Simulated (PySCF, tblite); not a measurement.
# C5H6N2O: geometry, infrared bands and NMR shifts

Aim: predict the infrared bands and NMR shifts of C5H6N2O (`C=Cc1nnc(C)o1`).

The runs use tblite 0.8.0 and PySCF 2.14.0, with density-fitted response routines of our own; the level of theory stands in each step. All values are computed, except where a source is named. Atoms count from 0, in the outputs and in this text.

### 1 Starting geometry

14 atoms, charge 0, multiplicity 1; geometry from: force field or distance geometry start.

Bonds of the start (Å): C0–C1 1.34, C1–C2 1.43, C2–N3 1.33, N3–N4 1.38, N4–C5 1.31, C5–C6 1.47, C5–O7 1.35, O7–C2 1.38, C0–H8 1.09, C0–H9 1.08, C1–H10 1.08, C6–H11 1.09, C6–H12 1.09, C6–H13 1.10.

### 2 Relaxing the molecule with GFN2-xTB

What the job is given:

```
{"job": {"kind": "relax", "xc": "GFN2-xTB", "basis": "xTB"}, "charge": 0, "multiplicity": 1}
C     -2.687700    -0.712300     0.060900
C     -2.132400     0.507400     0.061700
C     -0.709200     0.677600     0.037400
N     -0.084500     1.852900     0.032100
N      1.268900     1.592700     0.003000
C      1.389800     0.288900    -0.039000
C      2.609400    -0.537000    -0.093600
O      0.202000    -0.355700    -0.011000
H     -3.772000    -0.812200     0.092400
H     -2.118100    -1.626600     0.029300
H     -2.741900     1.396600     0.107000
H      2.607400    -1.162200    -0.990200
H      3.500400     0.087700    -0.092500
H      2.667300    -1.198300     0.780200
```

Run with:

```bash
$ OMP_NUM_THREADS=1 python probes_run.py task.json out
```

This one command runs all jobs of the session in turn.

**Question.** This job is followed by: GFN2-xTB harmonic vibrations, gas phase; GIAO PBE0/pcSseg-1 NMR shielding, non-relativistic, gas phase. Predict these results of the whole session: strongest single infrared mode (GFN2-xTB); zero-point energy (GFN2-xTB); ¹³C shifts against TMS (PBE0/pcSseg-1); ¹H shifts against TMS (PBE0/pcSseg-1, means over atoms taken as alike); ¹⁵N shifts against NH3 (PBE0/pcSseg-1); ¹⁷O shifts against H2O (PBE0/pcSseg-1).

As calculated:

| quantity | value |
| --- | --- |
| strongest single infrared mode (GFN2-xTB) | 1304 cm⁻¹, 105 km/mol |
| zero-point energy (GFN2-xTB) | 65.5 kcal/mol |
| ¹³C shifts against TMS (PBE0/pcSseg-1) | 172.6, 168.7, 130.7, 128.4, 13.7 ppm |
| ¹H shifts against TMS (PBE0/pcSseg-1, means over atoms taken as alike) | 7.11, 6.48, 5.93, 2.67 ppm |
| ¹⁵N shifts against NH3 (PBE0/pcSseg-1) | 360.6, 349.8 ppm |
| ¹⁷O shifts against H2O (PBE0/pcSseg-1) | 317.9 ppm |

Over 34 steps the energy fell by 0.115 eV; of the close pairs, N3–N4 changed most, 1.378 to 1.344 Å. All 36 modes are real, so the xTB geometry is a minimum. The strongest single mode, at 1304 cm⁻¹, is spread over many atoms; the largest shares are those of C2, C5. Unscaled tight-binding wavenumbers are off by several per cent, some by more. Its intensities can rank the bands wrongly. At PBE0/pcSseg-1: The widest tensor belongs to N3: span 496 ppm, with a paramagnetic part of -423 ppm. NICS(1)zz of -24 ppm above the planar ring from C2 marks a diatropic (aromatic) ring current.
